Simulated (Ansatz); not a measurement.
# Cu2Ni: the cost of one run

Method: DFT PBE, scalar-relativistic, plane waves, PAW, in Ansatz 0.2.0.

## Step 1: The system as given

The structure is hexagonal, space group P6_3/mmc (No. 194). The conventional cell has a = 2.700 Å, b = 2.700 Å, c = 10.501 Å, α = 90.00°, β = 90.00°, γ = 120.00°. Cu (site symmetry 3m) has 3 Ni at 2.02 Å as nearest neighbours. Around Ni (site symmetry -6m2) lie 6 Cu at 2.02 Å.

Structure file:

```cif
data_structure
_symmetry_space_group_name_H-M 'P 1'
_symmetry_Int_Tables_number 1
_cell_length_a 2.6999
_cell_length_b 2.6999
_cell_length_c 10.5013
_cell_angle_alpha 90.000
_cell_angle_beta 90.000
_cell_angle_gamma 120.000
_cell_volume 66.29
loop_
_atom_site_label
_atom_site_type_symbol
_atom_site_fract_x
_atom_site_fract_y
_atom_site_fract_z
_atom_site_occupancy
Cu1 Cu 0.33333 0.66667 0.62750 1
Cu2 Cu 0.66667 0.33333 0.12750 1
Cu3 Cu 0.33333 0.66667 0.87250 1
Cu4 Cu 0.66667 0.33333 0.37250 1
Ni1 Ni 0.33333 0.66667 0.25000 1
Ni2 Ni 0.66667 0.33333 0.75000 1
```

(A quick probe on a coarse mesh, which set the mesh and smearing, is not shown.)

## Step 3: A loose first relaxation

Contents of input.yaml:

```yaml
crystal:
  lattice:
    - [2.6998521964, 0.0, 0.0]
    - [-1.3499260982, 2.3381405886, 0.0]
    - [0.0, 0.0, 10.5013179172]
  atoms:
    - { symbol: Cu, position: [0.3333333333, 0.6666666667, 0.6275] }
    - { symbol: Cu, position: [0.6666666667, 0.3333333333, 0.1275] }
    - { symbol: Cu, position: [0.3333333333, 0.6666666667, 0.8725] }
    - { symbol: Cu, position: [0.6666666667, 0.3333333333, 0.3725] }
    - { symbol: Ni, position: [0.3333333333, 0.6666666667, 0.25], spin: 0.25 }
    - { symbol: Ni, position: [0.6666666667, 0.3333333333, 0.75], spin: 0.25 }
basis:
  ecutwfc: 420
kpoints:
  mp_grid: { grid: [6, 6, 2] }
hamiltonian:
  xc: pbe
scf:
  occupations: { method: gaussian, width: 0.1 }
  lower_state_search: "off"
output:
  forces: true
  stress: true
  eigenvalues: true
  populations: true
magnetization:
  spin_polarized: true
relax:
  adjacent_minimum: "off"
  f_tol: 0.04
  max_steps: 70
  cell: { stress_tol: 0.4 }
```

Run with:

```sh
> ansatz run input.yaml --threads 1 --pin off --max-ram 2560MiB --backend cpu --events-out ev --progress --plain --runs-dir out
```

Q: Estimate wall time and peak memory on 1 thread of Intel Xeon 6975P-C (Granite Rapids), shared host.

About 79 s, with a peak of 0.48 GiB.
